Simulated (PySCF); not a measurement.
# TmF2: other functionals and bases at one geometry

The task here is to estimate one member of a computed series from the others.

Computed with PySCF 2.14.0. Level: several levels, as the steps say, no spin–orbit coupling.

1 further run of the same task is left out (for a known fault of the program).

**The system as given**

3 atoms, charge 0, spin multiplicity 1.

Bond lengths: Tm1–F2 2.079 Å, Tm1–F3 2.079 Å. Angles: F2–Tm1–F3 129.7°.

Geometry (Å):

```mol
F2Tm
  3D, bonds by distance, orders not assigned

  3  2  0  0  0  0  0  0  0  0999 V2000
   -0.0000   -0.0000   -0.1563 Tm  0  0
    1.8817   -0.0000    0.7272 F   0  0
   -1.8817    0.0000    0.7272 F   0  0
  1  2  8  0
  1  3  8  0
M  END
```

Formal oxidation states: Tm +2. Each metal's 13 4f electrons lie in its core potential, so multiplicities, spins and levels count the valence alone. An earlier session relaxed this geometry at PBE0, Tm lcecp-0-SVP with ECP59, F def2-SVP (singlet, point group C2v).

At PBE0 on the finer grid: E = -231.926618 Eh, frontier levels not given, since the 4f levels lie in the core, Mulliken charge on Tm1 +1.07 e, largest force component 0.001 eV/Å. 

Levels to run: TPSSh; wB97X; PBE0, TZVP. Hardware: 2 threads of Arm Neoverse V2, shared host.

The first run:

run.py (the lines that set the calculation)

```python
mol = gto.M(atom='''
Tm     0.00000     0.00000    -0.15635
F      1.88170     0.00000     0.72724
F     -1.88170     0.00000     0.72724''',
    basis={'Tm': 'lcecp-0-SVP', 'F': 'def2-SVP'},
    ecp={'Tm': 'lcecp-0-SVP'},
    charge=0, spin=0)
mf = dft.RKS(mol, xc='TPSSH')
mf.grids.atom_grid = (75, 302)  # f atoms: unpruned, at least (60, 302)
mf = mf.density_fit()  # fitting sets: Tm AutoAux, F def2-universal-JKFIT
mf.conv_tol = 1e-08; mf.max_cycle = 55
mf.kernel(dm0)  # dm0: the density of the relaxed state
```

Launch:

```sh
$ OMP_NUM_THREADS=2 python run.py
```

Steps of the session up to this table: TPSSh; wB97X; PBE0, TZVP.

One table of the session follows, with a row left open; its other results are not shown here.

| level | charge on Tm1 (e) | dipole (D) | largest force component (eV/Å) |
| --- | --- | --- | --- |
| PBE0 (relaxed here) | 1.07 | 5.74 | 0.00 |
| TPSSh | 1.03 | 5.63 | 0.11 |
| wB97X | ? | ? | ? |
| PBE0, TZVP | 1.30 | 5.97 | 0.03 |

Q: Estimate the row for wB97X from the others.

The run gave: charge on Tm1 (e): 1.08; dipole (D): 5.87; largest force component (eV/Å): 0.10. In the column «charge on Tm1 (e)» it lies between PBE0 (relaxed here) (1.07) and PBE0, TZVP (1.30).

The largest leftover force, 0.11 eV/Å with TPSSh, stands at a geometry relaxed at another level. With 4f in the core, its levels are missing from HOMO and gap, and its count is fixed, so no charge can pass from the ligands into it. Total energies of different levels can't be compared.
